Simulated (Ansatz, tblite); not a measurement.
# [Li(H2O)4]+ (LiH8O4+): rung by rung

How do method and basis change the picture of [Li(H2O)4]+ (LiH8O4+) (singlet)?

The runs use Ansatz 0.2.0, Gaussian basis; as each input shows.

The runs, in order: GFN1-xTB, GFN2-xTB, PBE-D4/def2-TZVP, r2SCAN-D4/def2-TZVP, PBE-QIDH/def2-TZVP, revPBE-D4/def2-TZVP, r2SCAN0-D4/def2-TZVP, B2PLYP/def2-TZVP, ωB97M-V/def2-TZVP, B3LYP-D4/def2-TZVP, CAM-B3LYP-D4/def2-TZVP, PBE+5HF/def2-TZVP, PBE+10HF/def2-TZVP, PBE+15HF/def2-TZVP, PBE+35HF/def2-TZVP, PBE+50HF/def2-TZVP, PBE-D4/def2-SVP, PBE0-D4/def2-SVP, CCSD(T)/def2-TZVP, RPA/def2-TZVP.

## 1. The relaxed structure

The geometry is that of the singlet, from an earlier relaxation (r2SCAN-D4/def2-SVP).

13 atoms, charge 1, spin multiplicity 1.

Bond lengths: Li1–O2 1.927 Å, Li1–O5 1.927 Å, Li1–O8 1.927 Å, Li1–O11 1.927 Å, O2–H3 0.967 Å, O2–H4 0.967 Å, O5–H6 0.967 Å, O5–H7 0.967 Å, O8–H9 0.967 Å, O8–H10 0.967 Å, O11–H12 0.967 Å, O11–H13 0.967 Å. Angles: O2–Li1–O5 108.4°, O2–Li1–O8 110.1°, O2–Li1–O11 110.2°, O5–Li1–O8 109.9°, O5–Li1–O11 109.8°, O8–Li1–O11 108.4°, Li1–O2–H3 125.9°, Li1–O2–H4 128.8°, H3–O2–H4 105.0°, Li1–O5–H6 125.7°, Li1–O5–H7 129.0°, H6–O5–H7 105.0°, Li1–O8–H9 128.8°, Li1–O8–H10 125.9°, H9–O8–H10 105.0°, Li1–O11–H12 129.2°, Li1–O11–H13 125.6°, H12–O11–H13 105.0°.

As a file:

```xyz
13
charge 1, multiplicity 1
Li   -0.0023    0.0007    0.0022
O     0.1087    0.3898    1.8860
H    -0.4625    0.0248    2.5755
H     0.7731    0.9083    2.3593
O     1.7708   -0.3898   -0.6428
H     2.1771   -0.0169   -1.4371
H     2.4692   -0.9113   -0.2249
O    -0.7253    1.5142   -0.9457
H    -1.1280    1.5426   -1.8240
H    -0.8417    2.4048   -0.5875
O    -1.1544   -1.5140   -0.2981
H    -2.1201   -1.5551   -0.3021
H    -0.8645   -2.3981   -0.5608
```

The ion is computed in the gas phase, without counter-ions or solvent.

PBE0-D4/def2-TZVP was run before; its log isn't repeated, and its numbers join the tables.

## 2. GFN1-xTB

Tight binding, by tblite at 300 K electronic temperature and without a spin-polarisation term:

```python
tblite.interface.Calculator('GFN1-xTB', numbers, positions, charge=1, uhf=0).singlepoint()
```

Energy -629.4067 eV, HOMO -18.04 eV, LUMO -9.37 eV; 0.006 s.

## 3. GFN2-xTB

Tight binding, by tblite at 300 K electronic temperature and without a spin-polarisation term:

```python
tblite.interface.Calculator('GFN2-xTB', numbers, positions, charge=1, uhf=0).singlepoint()
```

Energy -552.8995 eV, HOMO -16.41 eV, LUMO -7.17 eV; 0.003 s.

## 4. PBE-D4/def2-TZVP

start.molden holds the orbitals of an earlier run on this state, given as this run's starting guess.

in.yaml reads:

```yaml
crystal:
  periodic: [false, false, false]
  atoms:
    - {symbol: Li, position_ang: [-0.002269, 0.000669, 0.002196]}
    - {symbol: O, position_ang: [0.108653, 0.389820, 1.885999]}
    - {symbol: H, position_ang: [-0.462485, 0.024817, 2.575505]}
    - {symbol: H, position_ang: [0.773139, 0.908332, 2.359305]}
    - {symbol: O, position_ang: [1.770796, -0.389782, -0.642817]}
    - {symbol: H, position_ang: [2.177069, -0.016941, -1.437070]}
    - {symbol: H, position_ang: [2.469165, -0.911295, -0.224891]}
    - {symbol: O, position_ang: [-0.725329, 1.514229, -0.945713]}
    - {symbol: H, position_ang: [-1.127976, 1.542615, -1.824035]}
    - {symbol: H, position_ang: [-0.841727, 2.404779, -0.587471]}
    - {symbol: O, position_ang: [-1.154448, -1.513963, -0.298140]}
    - {symbol: H, position_ang: [-2.120138, -1.555119, -0.302122]}
    - {symbol: H, position_ang: [-0.864451, -2.398150, -0.560756]}
basis:
  gaussian: {orbitals: def2-TZVP, initial_orbitals: start.molden}
total_charge: 1
hamiltonian: {xc: pbe, dispersion: d4}
scf: {omitted_lower_state_checks: [starts]}
output: {orbitals: {seedname: orbitals}}
```

Started as:

```bash
ansatz run in.yaml --threads 4 --pin off --events-out ev --progress --plain --max-ram 3916MiB
```

After this run come: r2SCAN-D4/def2-TZVP; PBE-QIDH/def2-TZVP; revPBE-D4/def2-TZVP; r2SCAN0-D4/def2-TZVP; B2PLYP/def2-TZVP; ωB97M-V/def2-TZVP; B3LYP-D4/def2-TZVP; CAM-B3LYP-D4/def2-TZVP; PBE+5HF/def2-TZVP; PBE+10HF/def2-TZVP; PBE+15HF/def2-TZVP; PBE+35HF/def2-TZVP; PBE+50HF/def2-TZVP; PBE-D4/def2-SVP; PBE0-D4/def2-SVP; CCSD(T)/def2-TZVP; RPA/def2-TZVP.

Q: Predict the results of all the runs planned. Wanted: gap in def2-TZVP, named functionals, smallest and largest; gap over the share of exact exchange; correlation energy, CCSD(T)/def2-TZVP; PBE0 total energy, smallest basis above largest.

As calculated:

| quantity | value |
| --- | --- |
| gap in def2-TZVP, named functionals, smallest and largest | 6.91 eV (revPBE-D4), 13.26 eV (ωB97M-V) |
| gap over the share of exact exchange | 6.94 eV at 0, 12.25 eV at 0.5 |
| correlation energy, CCSD(T)/def2-TZVP | -30.18 eV |
| PBE0 total energy, smallest basis above largest | 10.14 eV (def2-SVP, def2-TZVP) |

**Reading.** Orbital gaps of the named functionals in def2-TZVP span 6.91 eV (revPBE-D4) to 13.26 eV (ωB97M-V); exact exchange widens it. Raising the share of exact exchange from 0 to 0.5 moves the HOMO by -3.81 eV and the LUMO by +1.51 eV.
